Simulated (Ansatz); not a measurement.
# ClH4InNO2: the cost of one run

Method: UHF/def2-SVP, in Ansatz 0.2.0.

### Step 1. The system as given

Bond lengths: In1–Cl2 2.690 Å, In1–O3 1.990 Å, O3–H4 1.010 Å, In1–O5 1.990 Å, O5–H6 1.010 Å, Cl2–N7 2.030 Å, N7–H8 1.060 Å, N7–H9 1.060 Å. Angles: In1–Cl2–N7 180.0°, Cl2–In1–O3 120.0°, Cl2–In1–O5 120.0°, O3–In1–O5 120.0°, In1–O3–H4 109.5°, In1–O5–H6 109.5°, Cl2–N7–H8 120.0°, Cl2–N7–H9 120.0°, H8–N7–H9 120.0°.

As a file:

```xyz
9

In    0.0000    0.0000    0.0000
Cl    0.0000    0.0000    2.6900
O     1.7233    0.0000   -0.9950
H     2.0232   -0.9519   -1.1499
O    -1.7233    0.0000   -0.9950
H    -2.2330   -0.8467   -0.7865
N     0.0000    0.0000    4.7200
H    -0.4960   -0.7725    5.2500
H     0.4960    0.7725    5.2500
```

### Step 2. Pulling towards end A

Springs on the bonds that form and break draw the guess towards this end; the thresholds are loose.

The input, input.yaml:

```yaml
crystal:
  periodic: [false, false, false]
  atoms:
    - { symbol: In, position_ang: [0.0, 0.0, 0.0] }
    - { symbol: Cl, position_ang: [0.0, 0.0, 2.69] }
    - { symbol: O, position_ang: [1.7233, 0.0, -0.995] }
    - { symbol: H, position_ang: [2.0232, -0.9519, -1.1499] }
    - { symbol: O, position_ang: [-1.7233, 0.0, -0.995] }
    - { symbol: H, position_ang: [-2.233, -0.8467, -0.7865] }
    - { symbol: "N", position_ang: [0.0, 0.0, 4.72] }
    - { symbol: H, position_ang: [-0.496, -0.7725, 5.25] }
    - { symbol: H, position_ang: [0.496, 0.7725, 5.25] }
magnetization:
  spin_polarized: true
  initial_magnetization: 1
basis:
  gaussian: { orbitals: def2-SVP }
hamiltonian:
  xc: hf
relax:
  f_tol: 0.15
  max_steps: 25
  restrain:
    - { distance: [1, 6], at: 2.93, k: 30.0 }
    - { distance: [0, 1], at: 2.44, k: 30.0 }
```

Launch:

```sh
$ ansatz run input.yaml --threads 4 --pin off --max-ram 5120MiB --backend cpu --events-out ev --progress --plain --runs-dir out
```

Q: Estimate wall time and peak memory on 4 threads of Arm Neoverse N1, shared host.

About 46 s, with a peak of 0.33 GiB.
